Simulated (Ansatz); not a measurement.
# TiGe2As2: the cost of one run

Program: Ansatz 0.2.0. Level of theory: DFT PBE, scalar-relativistic, plane waves, PAW. These are calculated values, not measurements.

1 further run of the same task is left out (it didn't finish).

### Step 1. The starting structure

Symmetry: P6/mmm, No. 191, hexagonal system. Conventional cell: a = 4.364 Å, b = 4.364 Å, c = 7.046 Å, α = 90.00°, β = 90.00°, γ = 120.00°. Around Ti (site symmetry 6/mmm) lie 2 Ge at 2.47 Å. Ge (site symmetry 6mm) is surrounded by 1 Ge at 2.11 Å and 1 Ti at 2.47 Å and 6 As at 2.73 Å. As (site symmetry -6m2) is surrounded by 3 As at 2.52 Å and 6 Ge at 2.73 Å.

Structure file:

```cif
data_structure
_symmetry_space_group_name_H-M 'P 1'
_symmetry_Int_Tables_number 1
_cell_length_a 4.3640
_cell_length_b 4.3640
_cell_length_c 7.0456
_cell_angle_alpha 90.000
_cell_angle_beta 90.000
_cell_angle_gamma 120.000
_cell_volume 116.21
loop_
_atom_site_label
_atom_site_type_symbol
_atom_site_fract_x
_atom_site_fract_y
_atom_site_fract_z
_atom_site_occupancy
Ti1 Ti 0.00000 0.00000 0.00000 1
Ge1 Ge 0.00000 0.00000 0.35019 1
Ge2 Ge 0.00000 0.00000 0.64981 1
As1 As 0.33333 0.66667 0.50000 1
As2 As 0.66667 0.33333 0.50000 1
```

The cell is invented: random cell by space group and Wyckoff sites (P6/mmm, No. 191). Lengths come from tabulated atomic sizes and are only a guess.

### Step 2. The guess as it stands, on a coarse mesh

Contents of input.yaml:

```yaml
crystal:
  lattice:
    - [4.36403097, 0.0, 0.0]
    - [-2.18201548, 3.77936168, 0.0]
    - [0.0, 0.0, 7.04564811]
  atoms:
    - { symbol: Ti, position: [0.0, 0.0, 0.0] }
    - { symbol: Ge, position: [0.0, 0.0, 0.35018931] }
    - { symbol: Ge, position: [0.0, 0.0, 0.64981069] }
    - { symbol: As, position: [0.33333333, 0.66666667, 0.5] }
    - { symbol: As, position: [0.66666667, 0.33333333, 0.5] }
basis:
  ecutwfc: 420
kpoints:
  mp_grid: { grid: [6, 6, 4] }
hamiltonian:
  xc: pbe
scf:
  occupations: { method: gaussian, width: 0.1 }
  lower_state_search: "off"
output:
  forces: true
  stress: true
  eigenvalues: true
```

Run with:

```bash
> ansatz run input.yaml --threads 1 --pin off --max-ram 2048MiB --backend cpu --events-out ev --progress --plain --runs-dir out
```

**Question.** How long does this run take on 1 thread of Intel Xeon Platinum 8259CL at 2.50GHz (Skylake/Cascade Lake), shared host, and how much memory does it need?

About 7.8 s, with a peak of 0.49 GiB.
